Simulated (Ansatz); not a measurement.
**ClF2HSi + HF: a complex and its separated parts**

Aim: how far the complex at one end of a reaction step lies below its separated, relaxed parts, level by level.

Method: PBE0-D4/def2-TZVP structures, single points in def2-TZVPP, no counterpoise correction; program: Ansatz 0.2.0, Gaussian basis.

Levels: SPW92, PBE-D4, BLYP-D4, r2SCAN-D4, B97M-V, PBE0-D4, B3LYP-D4, r2SCAN0-D4, BHLYP-D4, CAM-B3LYP-D4, wB97X-V, wB97M-V, B2PLYP, PBE-QIDH, RPA on PBE, Hartree-Fock, MP2, CCSD, CCSD(T).

Cores are frozen in the correlated methods. B3LYP uses VWN-RPA correlation. B2PLYP carries no dispersion term here.

94 further runs of the same task are left out: 94 set aside as unsound or not needed.

### Step 1. The system as given

The complex: 7 atoms, charge 0, spin multiplicity 1.

Atoms are counted from 1 here; the program's logs count them from 0.

Bond lengths: Si1–Cl2 2.039 Å, Si1–F3 1.576 Å, Si1–F4 1.573 Å, Si1–H5 1.461 Å, H6–F7 0.925 Å. Angles: Cl2–Si1–F3 107.3°, Cl2–Si1–F4 108.3°, Cl2–Si1–H5 111.6°, F3–Si1–F4 107.8°, F3–Si1–H5 110.2°, F4–Si1–H5 111.5°.

Geometry (Å):

```xyz
7
ClF3H2Si
Si   -0.45491   -0.47804   -0.62375
Cl    1.57587   -0.30049   -0.61935
F    -0.83556   -1.47163   -1.78688
F    -1.07232    0.92663   -0.97114
H    -0.95456   -0.98169    0.65343
H     1.24011    1.07492    1.40688
F     0.50138    1.23030    1.94091
```

Its parts: ClF2HSi holds atoms 1, 2, 3, 4, 5; HF holds atoms 6, 7. Each part counts its atoms afresh in its own runs.

### Step 2. Relaxing ClF2HSi alone

Input file relax-a/in.yaml:

```yaml
crystal:
  periodic: [false, false, false]
  atoms:
    - {symbol: Si, position_ang: [-0.454913, -0.478039, -0.623748]}
    - {symbol: Cl, position_ang: [1.575871, -0.300486, -0.619351]}
    - {symbol: F, position_ang: [-0.835558, -1.471628, -1.786878]}
    - {symbol: F, position_ang: [-1.072323, 0.926633, -0.971141]}
    - {symbol: H, position_ang: [-0.954561, -0.981695, 0.653431]}
basis:
  gaussian: {orbitals: def2-TZVP}
hamiltonian: {xc: pbe0, dispersion: d4}
relax: {f_tol: 0.005, max_steps: 200}
```

Run with:

```console
$ ansatz run in.yaml --threads 4 --pin off --events-out ev --progress --plain --max-ram 9574MiB
```

Output, cut to the lines that bear on the results:

```text
Functional definition: PBE0
  name "PBE0"
  cite "Adamo & Barone, J. Chem. Phys. 110, 6158 (1999) doi:10.1063/1.478522"
  cite "Perdew, Burke & Ernzerhof, Phys. Rev. Lett. 77, 3865 (1996) doi:10.1103/PhysRevLett.77.3865"
  parent pbe
[...]
892 factors; their error is unknown
[...]
mean field -25845.90185521 eV, -949.8193741976 hartree, gradient 2.3e-5 eV, S^2 0.000000; 0 other end points of the search recorded, 0 dependent functions left out
[...]
reference -25845.90187850 eV, -949.8193750532 hartree; 25, 25 occupied and 117, 117 virtual orbitals, 892 factors
[...]
reference -25845.91054760 eV, -949.8196936368 hartree; 25, 25 occupied and 117, 117 virtual orbitals, 892 factors
Total energy: -25845.99799820 eV, -949.8229073871 hartree
Atom 0 at    -0.438228    -0.481615    -0.634754 Å, force     0.000093    -0.000050     0.000134 eV/Å
Atom 1 at     1.571405    -0.298819    -0.608258 Å, force     0.000083     0.000019    -0.000023 eV/Å
Atom 2 at    -0.847983    -1.475090    -1.788705 Å, force    -0.000079     0.000209     0.000099 eV/Å
Atom 3 at    -1.076928     0.922223    -0.963076 Å, force    -0.000040    -0.000156    -0.000116 eV/Å
Atom 4 at    -0.949750    -0.971914     0.647106 Å, force    -0.000056    -0.000022    -0.000095 eV/Å
Dipole moment:    -0.003012    -0.080641     0.233308 e Å
```

It took 11 s on 4 threads of Arm Neoverse V1, shared host.

Along the way:

```
step  energy from step 1 (eV)  largest force component (eV/Å)
   1                   0.0000                          0.6265
   2                  -0.0082                          0.0966
   3                  -0.0086                          0.0569
   4                  -0.0087                          0.0101
   5                  -0.0087                          0.0002
```

Distances of close pairs at the start and the end, largest changes first:

```
   bond  before (Å)  after (Å)  change (Å)
Si1–Cl2       2.039      2.018      -0.020
 Si1–H5       1.461      1.465      +0.004
 Si1–F4       1.573      1.577      +0.004
 Si1–F3       1.576      1.577      +0.000
```

### Step 3. Relaxing HF alone

Input file relax-b/in.yaml:

```yaml
crystal:
  periodic: [false, false, false]
  atoms:
    - {symbol: H, position_ang: [1.240106, 1.074920, 1.406879]}
    - {symbol: F, position_ang: [0.501377, 1.230296, 1.940907]}
basis:
  gaussian: {orbitals: def2-TZVP}
hamiltonian: {xc: pbe0, dispersion: d4}
relax: {f_tol: 0.005, max_steps: 200}
```

Run with:

```console
$ ansatz run in.yaml --threads 4 --pin off --events-out ev --progress --plain --max-ram 9574MiB
```

Output, cut to the lines that bear on the results:

```text
[... 5 set-up lines as earlier in the session ...]
[...]
200 factors; their error is unknown
[...]
mean field -2731.80105366 eV, -100.3918370407 hartree, gradient 6.9e-6 eV, S^2 0.000000; 0 other end points of the search recorded, 0 dependent functions left out
[...]
reference -2731.80170840 eV, -100.3918611022 hartree; 5, 5 occupied and 32, 32 virtual orbitals, 200 factors
Total energy: -2731.80322169 eV, -100.3919167145 hartree
Atom 0 at     1.238250     1.075310     1.408221 Å, force     0.000543    -0.000114    -0.000393 eV/Å
Atom 1 at     0.503233     1.229906     1.939565 Å, force    -0.000543     0.000114     0.000393 eV/Å
Dipole moment:     0.320214    -0.067350    -0.231483 e Å
```

Wall time 1.5 s (4 threads of Arm Neoverse V1, shared host).

Relaxation path:

```
step  energy from step 1 (eV)  largest force component (eV/Å)
   1                   0.0000                          0.2210
   2                  -0.0006                          0.0451
   3                  -0.0006                          0.0005
```

The bond:

```
 bond  before (Å)  after (Å)  change (Å)
H1–F2       0.925      0.920      -0.005
```

### Step 4. SPW92/def2-TZVPP

Input file parta/in.yaml:

```yaml
crystal:
  periodic: [false, false, false]
  atoms:
    - {symbol: Si, position_ang: [-0.438228, -0.481615, -0.634754]}
    - {symbol: Cl, position_ang: [1.571405, -0.298819, -0.608258]}
    - {symbol: F, position_ang: [-0.847983, -1.475090, -1.788705]}
    - {symbol: F, position_ang: [-1.076928, 0.922223, -0.963076]}
    - {symbol: H, position_ang: [-0.949750, -0.971914, 0.647106]}
basis:
  gaussian: {orbitals: def2-TZVPP}
hamiltonian: {xc: lda}
```

Input file partb/in.yaml:

```yaml
crystal:
  periodic: [false, false, false]
  atoms:
    - {symbol: H, position_ang: [1.238250, 1.075310, 1.408221]}
    - {symbol: F, position_ang: [0.503233, 1.229906, 1.939565]}
basis:
  gaussian: {orbitals: def2-TZVPP}
hamiltonian: {xc: lda}
```

Each run has its own folder and the same command.

Run with:

```console
$ ansatz run in.yaml --threads 4 --pin off --events-out ev --progress --plain --max-ram 9574MiB
```

Log of parta, cut to the lines that bear on the results:

```text
Functional definition: SPW92
  name "SPW92"
  cite "Dirac, Proc. Camb. Phil. Soc. 26, 376 (1930) doi:10.1017/S0305004100016108"
  cite "Slater, Phys. Rev. 81, 385 (1951) doi:10.1103/PhysRev.81.385"
  cite "Perdew & Wang, Phys. Rev. B 45, 13244 (1992) doi:10.1103/PhysRevB.45.13244"
[...]
953 factors; their error is unknown
[...]
mean field -25752.02756716 eV, -946.3695577419 hartree, gradient 7.8e-5 eV, S^2 0.000000; 0 other end points of the search recorded, 0 dependent functions left out
reference -25752.02759672 eV, -946.3695588282 hartree; 25, 25 occupied and 135, 135 virtual orbitals, 953 factors
Total energy: -25752.02759672 eV, -946.3695588282 hartree
```

partb printed, cut to the lines that bear on the results:

```text
[... 5 set-up lines as earlier in the session ...]
[...]
215 factors; their error is unknown
[...]
mean field -2716.76650942 eV, -99.8393277306 hartree, gradient 3.5e-5 eV, S^2 0.000000; 0 other end points of the search recorded, 0 dependent functions left out
reference -2716.76652050 eV, -99.8393281379 hartree; 5, 5 occupied and 40, 40 virtual orbitals, 215 factors
Total energy: -2716.76652050 eV, -99.8393281379 hartree
```

Wall times: 0.86 s (parta), 0.2 s (partb) on 4 threads of Arm Neoverse V1, shared host.

### Step 5. PBE-D4/def2-TZVPP

The same edit goes into each in.yaml of step 4 (parta, partb):

```diff
-hamiltonian: {xc: lda}
+hamiltonian: {xc: pbe, dispersion: d4}
```

The same command starts each run, in its folder.

Run with:

```console
$ ansatz run in.yaml --threads 4 --pin off --events-out ev --progress --plain --max-ram 9574MiB
```

Output in parta, cut to the lines that bear on the results:

```text
Functional definition: PBE
  name "PBE"
[... 2 set-up lines as earlier in the session ...]
[...]
953 factors; their error is unknown
[...]
mean field -25844.12044591 eV, -949.7539086131 hartree, gradient 6.2e-5 eV, S^2 0.000000; 0 other end points of the search recorded, 0 dependent functions left out
reference -25844.12047777 eV, -949.7539097841 hartree; 25, 25 occupied and 135, 135 virtual orbitals, 953 factors
Total energy: -25844.22544734 eV, -949.7577673446 hartree
```

Output in partb, cut to the lines that bear on the results:

```text
[... 4 set-up lines as earlier in the session ...]
[...]
215 factors; their error is unknown
[...]
mean field -2731.84358528 eV, -100.3934000489 hartree, gradient 4.8e-5 eV, S^2 0.000000; 0 other end points of the search recorded, 0 dependent functions left out
reference -2731.84359739 eV, -100.3934004939 hartree; 5, 5 occupied and 40, 40 virtual orbitals, 215 factors
Total energy: -2731.84549127 eV, -100.3934700928 hartree
```

Times: 1.2 s (parta), 0.41 s (partb) on 4 threads of Arm Neoverse V1, shared host.

### Step 6. BLYP-D4/def2-TZVPP

The same edit goes into each in.yaml of step 5 (parta, partb):

```diff
-hamiltonian: {xc: pbe, dispersion: d4}
+hamiltonian: {xc: {name: BLYP}, dispersion: d4}
```

Each run has its own folder and the same command.

Run with:

```console
$ ansatz run in.yaml --threads 4 --pin off --events-out ev --progress --plain --max-ram 9574MiB
```

parta printed, cut to the lines that bear on the results:

```text
Functional definition: BLYP
  name "BLYP"
  cite "Becke, Phys. Rev. A 38, 3098 (1988) doi:10.1103/PhysRevA.38.3098"
  cite "Lee, Yang & Parr, Phys. Rev. B 37, 785 (1988) doi:10.1103/PhysRevB.37.785"
[...]
953 factors; their error is unknown
[...]
mean field -25858.00120786 eV, -950.2640172061 hartree, gradient 4.3e-5 eV, S^2 0.000000; 0 other end points of the search recorded, 0 dependent functions left out
reference -25858.00149873 eV, -950.2640278953 hartree; 25, 25 occupied and 135, 135 virtual orbitals, 953 factors
Total energy: -25858.23673575 eV, -950.2726726966 hartree
```

Output in partb, cut to the lines that bear on the results:

```text
[... 4 set-up lines as earlier in the session ...]
[...]
215 factors; their error is unknown
[...]
mean field -2734.23793244 eV, -100.4813906840 hartree, gradient 3.9e-5 eV, S^2 0.000000; 0 other end points of the search recorded, 0 dependent functions left out
reference -2734.23805604 eV, -100.4813952264 hartree; 5, 5 occupied and 40, 40 virtual orbitals, 215 factors
Total energy: -2734.24263803 eV, -100.4815636115 hartree
```

Times: 1.2 s (parta), 0.21 s (partb) on 4 threads of Arm Neoverse V1, shared host.

### Step 7. r2SCAN-D4/def2-TZVPP

The same edit goes into each in.yaml of step 6 (parta, partb):

```diff
-hamiltonian: {xc: {name: BLYP}, dispersion: d4}
+hamiltonian: {xc: r2scan, dispersion: d4}
```

The same command starts each run, in its folder.

Run with:

```console
$ ansatz run in.yaml --threads 4 --pin off --events-out ev --progress --plain --max-ram 9574MiB
```

Log of parta, cut to the lines that bear on the results:

```text
Functional definition: r2SCAN
  name "r2SCAN"
  cite "Furness, Kaplan, Ning, Perdew & Sun, J. Phys. Chem. Lett. 11, 8208 (2020) doi:10.1021/acs.jpclett.0c02405"
  cite "Furness, Kaplan, Ning, Perdew & Sun, J. Phys. Chem. Lett. 11, 9248 (2020) doi:10.1021/acs.jpclett.0c03077"
  parent r2scan
[...]
953 factors; their error is unknown
[...]
mean field -25854.89885601 eV, -950.1500078785 hartree, gradient 7.8e-5 eV, S^2 0.000000; 0 other end points of the search recorded, 0 dependent functions left out
reference -25854.89886431 eV, -950.1500081836 hartree; 25, 25 occupied and 135, 135 virtual orbitals, 953 factors
Total energy: -25854.92177556 eV, -950.1508501566 hartree
```

partb printed, cut to the lines that bear on the results:

```text
[... 5 set-up lines as earlier in the session ...]
[...]
215 factors; their error is unknown
[...]
mean field -2733.29261832 eV, -100.4466510310 hartree, gradient 6.5e-6 eV, S^2 0.000000; 0 other end points of the search recorded, 0 dependent functions left out
reference -2733.29262150 eV, -100.4466511478 hartree; 5, 5 occupied and 40, 40 virtual orbitals, 215 factors
Total energy: -2733.29307903 eV, -100.4466679619 hartree
```

They took 2.5 s (parta), 0.5 s (partb) on 4 threads of Arm Neoverse V1, shared host.

### Step 8. B97M-V/def2-TZVPP

Each input of step 7 (parta, partb) changes in the same lines:

```diff
-hamiltonian: {xc: r2scan, dispersion: d4}
+hamiltonian: {xc: {name: B97M-V}}
```

One command serves all of them, each in its own folder.

Run with:

```console
$ ansatz run in.yaml --threads 4 --pin off --events-out ev --progress --plain --max-ram 9574MiB
```

Output in parta, cut to the lines that bear on the results:

```text
Functional definition: B97M-V
  name "B97M-V"
  cite "Mardirossian & Head-Gordon, J. Chem. Phys. 142, 074111 (2015) doi:10.1063/1.4907719"
  cite "Becke, J. Chem. Phys. 107, 8554 (1997) doi:10.1063/1.475007"
  cite "Vydrov & Van Voorhis, J. Chem. Phys. 133, 244103 (2010) doi:10.1063/1.3521275"
  # Of w^i u^j: cxij and so on, Table III.
[...]
  gx(w, u) = cx00 + cx01*u + cx02*u^2 + (cx10 + cx11*u)*w
[...]
  gos(w, u) = cos00 + cos01*u + cos03*u^3 + cos10*w + cos32*w^3*u^2
[...]
      + integral(e_c_pw_mod_opposite_spin*gos(b97_w_opposite, b97_u_opposite)) + vv10(b, c)
953 factors; their error is unknown
[...]
mean field -25851.36811866 eV, -950.0202556740 hartree, gradient 7.6e-5 eV, S^2 0.000000; 0 other end points of the search recorded, 0 dependent functions left out
reference -25851.36816312 eV, -950.0202573079 hartree; 25, 25 occupied and 135, 135 virtual orbitals, 953 factors
Total energy: -25851.36816312 eV, -950.0202573079 hartree
```

partb printed, cut to the lines that bear on the results:

```text
[... 5 set-up lines as earlier in the session ...]
  # Of w^i u^j: cxij and so on, Table III.
[...]
  gx(w, u) = cx00 + cx01*u + cx02*u^2 + (cx10 + cx11*u)*w
[...]
  gos(w, u) = cos00 + cos01*u + cos03*u^3 + cos10*w + cos32*w^3*u^2
[...]
      + integral(e_c_pw_mod_opposite_spin*gos(b97_w_opposite, b97_u_opposite)) + vv10(b, c)
215 factors; their error is unknown
[...]
mean field -2733.38837563 eV, -100.4501700472 hartree, gradient 2.3e-5 eV, S^2 0.000000; 0 other end points of the search recorded, 0 dependent functions left out
reference -2733.38839334 eV, -100.4501706982 hartree; 5, 5 occupied and 40, 40 virtual orbitals, 215 factors
Total energy: -2733.38839334 eV, -100.4501706982 hartree
```

Wall times: 4.2 s (parta), 0.66 s (partb) on 4 threads of Arm Neoverse V1, shared host.

### Step 9. PBE0-D4/def2-TZVPP

The same edit goes into each in.yaml of step 8 (parta, partb):

```diff
-hamiltonian: {xc: {name: B97M-V}}
+hamiltonian: {xc: pbe0, dispersion: d4}
+output: {orbitals: {seedname: orbitals}}
```

One command serves all of them, each in its own folder.

Run with:

```console
$ ansatz run in.yaml --threads 4 --pin off --events-out ev --progress --plain --max-ram 9574MiB
```

parta printed, cut to the lines that bear on the results:

```text
[... 5 set-up lines as earlier in the session ...]
[...]
987 factors; their error is unknown
[...]
mean field -25845.92065195 eV, -949.8200649649 hartree, gradient 6.0e-5 eV, S^2 0.000000; 0 other end points of the search recorded, 0 dependent functions left out
reference -25845.92067513 eV, -949.8200658169 hartree; 25, 25 occupied and 135, 135 virtual orbitals, 987 factors
Total energy: -25846.00812574 eV, -949.8232795672 hartree
```

Output in partb, cut to the lines that bear on the results:

```text
[... 5 set-up lines as earlier in the session ...]
[...]
215 factors; their error is unknown
[...]
mean field -2731.86111944 eV, -100.3940444173 hartree, gradient 4.0e-5 eV, S^2 0.000000; 0 other end points of the search recorded, 0 dependent functions left out
reference -2731.86112815 eV, -100.3940447375 hartree; 5, 5 occupied and 40, 40 virtual orbitals, 215 factors
Total energy: -2731.86264144 eV, -100.3941003499 hartree
```

They took 1.6 s (parta), 0.2 s (partb) on 4 threads of Arm Neoverse V1, shared host.

### Step 10. B3LYP-D4/def2-TZVPP

The same edit goes into each in.yaml of step 9 (parta, partb):

```diff
-hamiltonian: {xc: pbe0, dispersion: d4}
-output: {orbitals: {seedname: orbitals}}
+hamiltonian: {xc: {name: B3LYP}, dispersion: d4}
```

Each run has its own folder and the same command.

Run with:

```console
$ ansatz run in.yaml --threads 4 --pin off --events-out ev --progress --plain --max-ram 9574MiB
```

Output in parta, cut to the lines that bear on the results:

```text
Functional definition: B3LYP
  name "B3LYP"
  cite "Stephens, Devlin, Chabalowski & Frisch, J. Phys. Chem. 98, 11623 (1994) doi:10.1021/j100096a001"
[... 2 set-up lines as earlier in the session ...]
  cite "Vosko, Wilk & Nusair, Can. J. Phys. 58, 1200 (1980) doi:10.1139/p80-159"
[...]
975 factors; their error is unknown
[...]
mean field -25859.51069672 eV, -950.3194898984 hartree, gradient 6.3e-5 eV, S^2 0.000000; 0 other end points of the search recorded, 0 dependent functions left out
reference -25859.51091116 eV, -950.3194977792 hartree; 25, 25 occupied and 135, 135 virtual orbitals, 975 factors
Total energy: -25859.68343887 eV, -950.3258380553 hartree
```

partb printed, cut to the lines that bear on the results:

```text
[... 6 set-up lines as earlier in the session ...]
[...]
215 factors; their error is unknown
[...]
mean field -2734.54625877 eV, -100.4927214678 hartree, gradient 1.9e-5 eV, S^2 0.000000; 0 other end points of the search recorded, 0 dependent functions left out
reference -2734.54634961 eV, -100.4927248061 hartree; 5, 5 occupied and 40, 40 virtual orbitals, 215 factors
Total energy: -2734.54933932 eV, -100.4928346758 hartree
```

Times: 1.9 s (parta), 0.25 s (partb) on 4 threads of Arm Neoverse V1, shared host.

### Step 11. r2SCAN0-D4/def2-TZVPP

The same edit goes into each in.yaml of step 10 (parta, partb):

```diff
-hamiltonian: {xc: {name: B3LYP}, dispersion: d4}
+hamiltonian: {xc: {name: r2SCAN0}, dispersion: d4}
```

The same command starts each run, in its folder.

Run with:

```console
$ ansatz run in.yaml --threads 4 --pin off --events-out ev --progress --plain --max-ram 9574MiB
```

Output in parta, cut to the lines that bear on the results:

```text
Functional definition: r2SCAN0
  name "r2SCAN0"
  cite "Bursch, Neugebauer, Ehlert & Grimme, J. Chem. Phys. 156, 134105 (2022) doi:10.1063/5.0086040"
[... 3 set-up lines as earlier in the session ...]
[...]
987 factors; their error is unknown
[...]
mean field -25853.99970714 eV, -950.1169647669 hartree, gradient 5.7e-5 eV, S^2 0.000000; 0 other end points of the search recorded, 0 dependent functions left out
reference -25853.99971362 eV, -950.1169650050 hartree; 25, 25 occupied and 135, 135 virtual orbitals, 987 factors
Total energy: -25854.02725571 eV, -950.1179771582 hartree
```

partb printed, cut to the lines that bear on the results:

```text
[... 6 set-up lines as earlier in the session ...]
[...]
215 factors; their error is unknown
[...]
mean field -2732.94546438 eV, -100.4338933590 hartree, gradient 6.6e-5 eV, S^2 0.000000; 0 other end points of the search recorded, 0 dependent functions left out
reference -2732.94546684 eV, -100.4338934495 hartree; 5, 5 occupied and 40, 40 virtual orbitals, 215 factors
Total energy: -2732.94596881 eV, -100.4339118966 hartree
```

Wall times: 3.1 s (parta), 0.5 s (partb) on 4 threads of Arm Neoverse V1, shared host.

### Step 12. BHLYP-D4/def2-TZVPP

The same edit goes into each in.yaml of step 11 (parta, partb):

```diff
-hamiltonian: {xc: {name: r2SCAN0}, dispersion: d4}
+hamiltonian: {xc: {name: BHLYP}, dispersion: d4}
```

The same command starts each run, in its folder.

Run with:

```console
$ ansatz run in.yaml --threads 4 --pin off --events-out ev --progress --plain --max-ram 9574MiB
```

parta printed, cut to the lines that bear on the results:

```text
Functional definition: BHLYP
  name "BHLYP"
  cite "Becke, J. Chem. Phys. 98, 1372 (1993) doi:10.1063/1.464304"
[... 2 set-up lines as earlier in the session ...]
[...]
1063 factors; their error is unknown
[...]
mean field -25856.77977659 eV, -950.2191304348 hartree, gradient 8.4e-5 eV, S^2 0.000000; 0 other end points of the search recorded, 0 dependent functions left out
reference -25856.77992075 eV, -950.2191357326 hartree; 25, 25 occupied and 135, 135 virtual orbitals, 1063 factors
Total energy: -25856.91677782 eV, -950.2241651373 hartree
```

Output in partb, cut to the lines that bear on the results:

```text
[... 5 set-up lines as earlier in the session ...]
[...]
234 factors; their error is unknown
[...]
mean field -2733.43313981 eV, -100.4518151003 hartree, gradient 1.2e-5 eV, S^2 0.000000; 0 other end points of the search recorded, 0 dependent functions left out
reference -2733.43320034 eV, -100.4518173250 hartree; 5, 5 occupied and 40, 40 virtual orbitals, 234 factors
Total energy: -2733.43492831 eV, -100.4518808266 hartree
```

They took 1.5 s (parta), 0.3 s (partb) on 4 threads of Arm Neoverse V1, shared host.

(Part 1 of 2 ends here.)
